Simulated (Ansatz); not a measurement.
## C2H4FNS, SMILES NC=C(F)S: energies of removing a hydrogen, step by step

Computed with Ansatz's Python interface.

The script reads `c2h4fns.xyz`:
```text
9

N     0.71030   -0.11810    1.17510
C     0.62850   -0.18980   -0.21270
C    -0.41620   -0.02230   -1.08530
F    -0.05690   -0.14970   -2.39550
S    -1.99300    0.33910   -0.59820
H     1.57270    0.22390    1.52170
H    -0.05800    0.51530    1.53710
H     1.64570   -0.42930   -0.62900
H    -1.94470   -0.21550    0.66980
```

The cells in order, each with its output:

**Cell 1**
```python
import ansatz as az
```

**Cell 2**
```python
BASIS = "def2-TZVP"
XC = "pbe0"
```

**Cell 3**
```python
def total_energy(molecule, charge=0, unpaired=0):
    calc = molecule.calculation().basis(gaussian=BASIS).functional(XC).accuracy("medium")
    if charge:
        calc = calc.charge(charge)
    if unpaired:
        calc = calc.spin("collinear", total=unpaired)
    return calc.run().report["free_energy_ev"]
```

**Cell 4**
```python
def without(molecule, index):
    rest = az.Crystal.molecule()
    for i, site in enumerate(molecule.cartesian_sites):
        if i != index:
            rest = rest.atom(site.symbol, site.position_ang)
    return rest

c2h4fns = az.Crystal.molecule_from_extxyz("c2h4fns.xyz")

whole = total_energy(c2h4fns, 0)
hydrogen = total_energy(az.Crystal.molecule().atom("H", (0, 0, 0)), 0, 1)
print(f"E(molecule) = {whole:.5f} eV, E(H) = {hydrogen:.5f} eV")
for index in [6, 7, 8]:
    radical = total_energy(without(c2h4fns, index), 0, 1)
    print(f"H{index}: homolysis {23.060548 * (radical + hydrogen - whole):.1f} kcal/mol")
```
Output:
```text
E(molecule) = -17172.36597 eV, E(H) = -13.63389 eV
H6: homolysis 92.2 kcal/mol
H7: homolysis 114.2 kcal/mol
H8: homolysis 59.5 kcal/mol
```

The settings weren't tested for convergence. The geometry is a force-field or estimated start, not a minimum of this method, and the basis set is short of its limit. All parts are taken at fixed geometry, without zero-point energy. Wall time of the script: 47 s on 1 thread of Arm Neoverse V1 (shared host), peak memory 0.5 GiB.
